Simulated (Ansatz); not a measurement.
The system is GaGe.

```
Ge Ga
1.0
     0.00000    2.89784    2.89784
     2.89784    0.00000    2.89784
     2.89784    2.89784    0.00000
Ge Ga
1 1
Direct
  0.00000 0.00000 0.00000
  0.25000 0.25000 0.25000
```

The cell comes from a database or a generator and needn't be the stable form of this composition.

```yaml
Program: Ansatz 0.2.0
Task: single point
Functional: PBEsol
Potentials_or_basis: Ansatz PAW
Cutoff: "420 eV (not typed: the program's choice for these potentials)"
k_mesh: 8 × 8 × 8
Occupations: fermi-dirac, width 0.05 eV
Spin: no spin polarisation
```

On this cell: pressure -2.4 GPa; largest force zero by symmetry; band gap on the k mesh none (metal or under the smearing width).

The same run follows on a disturbed copy (atoms moved at random, drawn with an rms of 0.05 Å):

```
CELL_PARAMETERS angstrom
0.00000 2.89784 2.89784
2.89784 0.00000 2.89784
2.89784 2.89784 0.00000
ATOMIC_POSITIONS crystal
Ge 0.99277 0.98973 0.02535
Ga 0.23997 0.24662 0.26427
```

Problem. What does the disturbed cell give?

Solution. The energy (extrapolated to zero smearing) moves by +2.1 meV/atom; pressure -2.4 GPa; largest force 0.201 eV/Å; band gap on the k mesh none (metal or under the smearing width).

Forces in eV/Å, atoms in the order of the input:
```
Ge  -0.048 -0.189  0.047
Ga   0.048  0.189 -0.047
```

Stress tensor (GPa, compression positive):
```
-2.32 -0.27  1.00
-0.27 -2.43  0.28
 1.00  0.28 -2.32
```

Caveats: the PAW data sets come from PBE, with cores solved anew for the run's functional, which leaves a small shift of forces and pressure.
